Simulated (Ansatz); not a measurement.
The system is GdO.

```
Gd O
1.0
     0.00000    2.70000    2.70000
     2.70000    0.00000    2.70000
     2.70000    2.70000    0.00000
Gd O
1 1
Direct
  0.00000 0.00000 0.00000
  0.25000 0.25000 0.25000
```

The cell comes from a database or a generator and needn't be the stable form of this composition.

Base run:

* Program: Ansatz 0.2.0
* Functional: RPBE
* Potentials or basis: Ansatz PAW
* Cutoff: 420 eV
* Density cutoff: 1680 eV
* k mesh: 9 × 9 × 9
* Occupations: fermi-dirac, width 0.05 eV
* Spin: collinear spin, ferromagnetic start
* Starting moments: [7.0, 0.0] μB

Its results: band gap on the k mesh none (metal or under the smearing width); pressure 2.1 GPa; net moment 7.65 μB per cell; site moments Gd +6.85; O -0.00 μB.

Question: After a change of settings the same cell gave: band gap on the k mesh none (metal or under the smearing width); pressure -1.8 GPa; net moment 7.96 μB per cell; site moments Gd +7.05; O +0.03 μB. Which change was it?
A. functional from RPBE to r2SCAN; cutoff from 420 eV to 500 eV; density cutoff from 1680 eV to 2000 eV; hubbard terms from none to Gd f U = 4 eV; hubbard projectors from none to ortho-atomic (the default)
B. functional from RPBE to LDA; hubbard terms from none to Gd f U = 5 eV; hubbard projectors from none to ortho-atomic (the default)
C. functional from RPBE to PBE; k mesh from 9 × 9 × 9 to 3 × 3 × 3
D. functional from RPBE to PBE

Answer: A.

Caveats: spin-orbit coupling is left out, which moves the levels of the heavy elements; a cell with one magnetic atom can't hold antiferromagnetic order, which such compounds often take; the PAW data sets come from PBE, with cores solved anew for the run's functional, which leaves a small shift of forces and pressure; the potentials were made for another functional, which shifts forces and pressure (some runs); without U or exact exchange the open f shell lies at the Fermi level, which spoils levels, moments and volumes (some runs); the magnetic or orbital state may not be the lowest (some runs).

Not every run made on this cell is shown here.
